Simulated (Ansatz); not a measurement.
# C3H4In radical: how energies converge with the basis set

An exercise on one series of results from a longer session: the logs are not shown, and one member is left open.

The runs use Ansatz 0.2.0, Gaussian basis; one geometry, several basis sets.

The runs, in order: PBE0-D4/def2-SVP; ωB97M-V/def2-SVP; PBE0-D4/def2-QZVPP; ωB97M-V/def2-QZVPP; the functionals' def2-TZVPP values are taken from earlier runs.

**The geometry**

An earlier PBE0-D4 in a triple-zeta def2 set relaxation fixed the geometry. In takes the def2 core potential; no spin-orbit term is included.

SMILES `C#[C][In][CH3]`, 8 atoms, charge 0, spin multiplicity 2.

Atoms are counted from 1 here; the program's logs count them from 0.

Bond lengths: C1–C2 1.213 Å, C1–H5 1.067 Å, C2–In3 2.132 Å, In3–C4 2.188 Å, C4–H6 1.092 Å, C4–H7 1.092 Å, C4–H8 1.087 Å. Angles: C2–C1–H5 179.0°, C1–C2–In3 174.2°, C2–In3–C4 116.6°, In3–C4–H6 107.4°, In3–C4–H7 107.4°, In3–C4–H8 111.5°, H6–C4–H7 109.5°, H6–C4–H8 110.4°, H7–C4–H8 110.5°.

The first run:

Contents of in.yaml:

```yaml
crystal:
  periodic: [false, false, false]
  atoms:
    - {symbol: C, position_ang: [2.840718, 0.138858, 0.555887]}
    - {symbol: C, position_ang: [1.689491, -0.242005, 0.527057]}
    - {symbol: In, position_ang: [-0.269594, -1.081285, 0.595882]}
    - {symbol: C, position_ang: [-1.848450, 0.028779, -0.434501]}
    - {symbol: H, position_ang: [3.848575, 0.487866, 0.571215]}
    - {symbol: H, position_ang: [-1.904193, 1.018030, 0.023831]}
    - {symbol: H, position_ang: [-1.549279, 0.128333, -1.479584]}
    - {symbol: H, position_ang: [-2.807269, -0.478576, -0.359767]}
basis:
  gaussian: {orbitals: def2-SVP}
magnetization: {spin_polarized: true, initial_magnetization: 1}
hamiltonian: {xc: pbe0, dispersion: d4}
output: {orbitals: {seedname: orbitals}}
```

Among the steps run: PBE0-D4 in def2-SVP; ωB97M-V in def2-SVP; PBE0-D4 in def2-QZVPP; ωB97M-V in def2-QZVPP.

One of the session's tables, all rows but one given; the rest of the session is left out.

It belongs to the step «Functionals by basis». 

| functional | basis | HOMO (eV) | LUMO (eV) |
| --- | --- | --- | --- |
| PBE0-D4 | def2-SVP | -5.40 | -2.61 |
| PBE0-D4 | def2-TZVPP | -5.48 | -2.69 |
| PBE0-D4 | def2-QZVPP | -5.50 | -2.72 |
| ωB97M-V | def2-SVP | ? | ? |
| ωB97M-V | def2-TZVPP | -7.47 | -1.10 |
| ωB97M-V | def2-QZVPP | -7.48 | -1.16 |

**Question.** Estimate the row for ωB97M-V, def2-SVP.

The run gave: HOMO (eV): -7.37; LUMO (eV): -0.99. In the column «HOMO (eV)» it lies between ωB97M-V, def2-TZVPP (-7.47) and PBE0-D4, def2-QZVPP (-5.50).
